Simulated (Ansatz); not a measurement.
**CH8BClSi2: up Jacob's ladder to CCSD(T)**

An exercise on one series of results from a longer session: the logs are not shown, and one member is left open.

Method: functionals in def2-TZVPP, the program's frozen cores in correlated methods; program: Ansatz 0.2.0, Gaussian basis.

Plan: PBE-D4, r2SCAN-D4, PBE0-D4, B3LYP-D4, ωB97X-V, ωB97M-V, B2PLYP; CCSD(T)/def2-TZVPP; MP2/def2-QZVPP; extrapolation to the limit.

### The relaxed structure

The geometry comes from an earlier relaxation with PBE0-D4 in a triple-zeta def2 set; it is a stationary point, not always the lowest conformer.

SMILES `[SiH3]C([SiH3])BCl`, 13 atoms, charge 0, spin multiplicity 1.

Atoms are counted from 1 here; the program's logs count them from 0.

Bond lengths: Si1–C2 1.886 Å, Si1–H6 1.485 Å, Si1–H7 1.486 Å, Si1–H8 1.486 Å, C2–Si3 1.886 Å, C2–B4 1.533 Å, C2–H9 1.096 Å, Si3–H10 1.486 Å, Si3–H11 1.486 Å, Si3–H12 1.485 Å, B4–Cl5 1.753 Å, B4–H13 1.195 Å. Angles: C2–Si1–H6 109.8°, C2–Si1–H7 110.5°, C2–Si1–H8 109.4°, H6–Si1–H7 109.0°, H6–Si1–H8 109.2°, H7–Si1–H8 108.8°, Si1–C2–Si3 108.2°, Si1–C2–B4 109.6°, Si1–C2–H9 108.4°, Si3–C2–B4 109.6°, Si3–C2–H9 108.4°, B4–C2–H9 112.5°, C2–Si3–H10 109.4°, C2–Si3–H11 110.5°, C2–Si3–H12 109.8°, H10–Si3–H11 108.8°, H10–Si3–H12 109.2°, H11–Si3–H12 109.0° and more.

The first run:

Input file in.yaml:

```yaml
crystal:
  periodic: [false, false, false]
  atoms:
    - {symbol: Si, position_ang: [-1.480306, 0.371816, 0.699751]}
    - {symbol: C, position_ang: [-0.029721, 0.240172, -0.498254]}
    - {symbol: Si, position_ang: [0.712056, -1.486500, -0.338459]}
    - {symbol: B, position_ang: [1.029545, 1.289004, -0.141567]}
    - {symbol: Cl, position_ang: [1.530945, 2.516295, -1.288082]}
    - {symbol: H, position_ang: [-1.009104, 0.140992, 2.089116]}
    - {symbol: H, position_ang: [-2.103116, 1.718381, 0.616907]}
    - {symbol: H, position_ang: [-2.501695, -0.651102, 0.353704]}
    - {symbol: H, position_ang: [-0.411333, 0.359393, -1.518469]}
    - {symbol: H, position_ang: [-0.316088, -2.500074, -0.691693]}
    - {symbol: H, position_ang: [1.872593, -1.641570, -1.253410]}
    - {symbol: H, position_ang: [1.163045, -1.714155, 1.058141]}
    - {symbol: H, position_ang: [1.563677, 1.322648, 0.927214]}
basis:
  gaussian: {orbitals: def2-TZVPP}
hamiltonian: {xc: pbe, dispersion: d4}
output: {forces: true, orbitals: {seedname: orbitals}}
```

Command:

```sh
$ ansatz run in.yaml --threads 4 --pin off --events-out ev --progress --plain --max-ram 10444MiB
```

Among the steps run: PBE-D4 (GGA); r2SCAN-D4 (meta-GGA); PBE0-D4 (hybrid); B3LYP-D4 (hybrid); ωB97X-V (range-separated); ωB97M-V (range-separated); B2PLYP (double hybrid); CCSD(T) in def2-TZVPP; MP2 in def2-QZVPP.

One table of the session follows, with a row left open; its other results are not shown here.

It belongs to the step «Atomisation energies». 

| method | atomisation energy (eV) |
| --- | --- |
| PBE-D4 | 44.856 |
| r2SCAN-D4 | 45.024 |
| PBE0-D4 | 44.725 |
| B3LYP-D4 | 44.796 |
| ωB97X-V | 45.124 |
| ωB97M-V | 45.030 |
| B2PLYP | ? |
| HF/def2-TZVPP | 34.778 |
| MP2/def2-TZVPP | 44.049 |
| CCSD/def2-TZVPP | 43.304 |
| CCSD(T)/def2-TZVPP | 43.789 |
| MP2/CBS | 45.056 |
| CCSD(T)/CBS | 44.797 |

Q: Estimate the row for B2PLYP from the others.

**Answer.** atomisation energy (eV): 44.248. In the column «atomisation energy (eV)» it lies between MP2/def2-TZVPP (44.049) and PBE0-D4 (44.725).
